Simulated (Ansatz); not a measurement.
BaCuGe, space group P-6m2, cell relaxations under several functionals

With Ansatz 0.2.0 through its Python package.

Notebook, run cell by cell (the value of a cell's last expression is shown):

**Cell 1**
```python
import ansatz as az
import numpy as np
```

**Cell 2**
```python
config = {
    "mesh": (6, 6, 5),
    "occupations": "fermi_dirac",
    "smearing_width": 0.1,
    "scf_tol": 1e-09,
    "max_scf": 150,
    "fmax": 0.01,
}
```

**Cell 3**
```python
def edges_and_angles(cell):
    cell = np.asarray(cell)
    a, b, c = np.linalg.norm(cell, axis=1)
    cosines = cell[1] @ cell[2] / (b * c), cell[0] @ cell[2] / (a * c), cell[0] @ cell[1] / (a * b)
    return (a, b, c, *np.degrees(np.arccos(cosines)))
```

**Cell 4**
```python
crystal = (
    az.Lattice.from_parameters(4.234322, 4.234322, 5.045504, alpha=90, beta=90, gamma=120)
    .space_group(187)
    .atom("Ba", [0.0, 0.0, 0.0])
    .atom("Cu", [1 / 3, 2 / 3, 0.5])
    .atom("Ge", [2 / 3, 1 / 3, 0.5])
)
```

**Cell 5**
```python
crystal.resolved().tree()["lattice"]
```
Output:
```text
((4.234322, 0.0, 0.0), (-2.117160999999999, 3.6670304198033317, 0.0),
 (3.089480161842584e-16, 5.351136609287471e-16, 5.045504))
```

**Cell 6**
```python
job = (
    crystal.calculation()
    .kpoints(mesh=config["mesh"])
    .basis(20 * az.Ry)
    .occupations(config["occupations"], width=config["smearing_width"])
    .scf(tolerance=config["scf_tol"], max_iterations=config["max_scf"])
    .relax(cell=True, force_tolerance=config["fmax"], density_extrapolation="transplant")
)
```

**Cell 7**
```python
levels = [("lda", "none"), ("blyp", "d3bj"), ("pbesol", "d3bj")]
print("level            a       b       c    alpha   beta  gamma  V/atom  steps")
for name, dispersion in levels:
    seen = []
    run = job.functional(name, dispersion=dispersion).session().plan()
    res = run.execute(on_event=lambda e: seen.append(e) if e["event"] == "relax_step" else None)
    cell = res.lattice.cell_ang
    label = name if dispersion == "none" else f"{name}+{dispersion}"
    print("{:13s} {:7.4f} {:7.4f} {:7.4f} {:6.2f} {:6.2f} {:6.2f}".format(label, *edges_and_angles(cell)), f"{abs(np.linalg.det(cell)) / len(res.lattice.sites):7.3f} {len(seen):5d}")
```
Output:
```text
level            a       b       c    alpha   beta  gamma  V/atom  steps
DeckWarning: basis.ecutwfc = 272.11386245988 eV is below the records' recommended 420 eV, and the density's cutoff is lower with it unless basis.ecutrho_ratio is high enough to keep the records' density cutoff: compare with a run at a higher cutoff
DeckWarning: relax.cell: scf.convergence.dr2_threshold = 1e-9 eV is looser than the 3e-10 eV advised for a relaxation that steers and ends on the stress (1e-10 eV for each atom of the cell: 3). What an SCF threshold leaves in a stress goes as its square root, and in the free energy as the threshold itself, and one [...]
lda            4.1629  4.1629  4.7913  90.00  90.00 120.00  23.969    47
blyp+d3bj      4.2572  4.2572  4.8503  90.00  90.00 120.00  25.377    39
pbesol+d3bj    4.1678  4.1678  4.7365  90.00  90.00 120.00  23.750    37
```

From smallest to largest: PBEsol+D3BJ (23.75 Å³ an atom, -9.1 % against the start), LDA (23.97 Å³ an atom, -8.2 % against the start) and BLYP+D3BJ (25.38 Å³ an atom, -2.8 % against the start). The spread is 6.8 % in volume.

What to keep in mind:
- These settings explore the input space; cutoff and mesh may be short of convergence.
- The cutoff lies under the one recommended for these potentials.
- Forces vanish by symmetry, so the ions can't move, and the end may be a saddle.
- BLYP and dispersion corrections can be off by several per cent in the lattices of metals, and by several GPa in the pressure at a fixed cell.
- The mesh is modest for a metal, so energies can be off by several to tens of meV an atom and pressures by half a GPa or more; differences at equal mesh fare better.
- This cell is a computed structure, which may not be the phase found in nature.
- Warnings are shown shortened and without file and line.
- The whole script took 3.8 min on 1 thread of Arm Neoverse V2, on a shared host, peak memory 0.46 GiB.
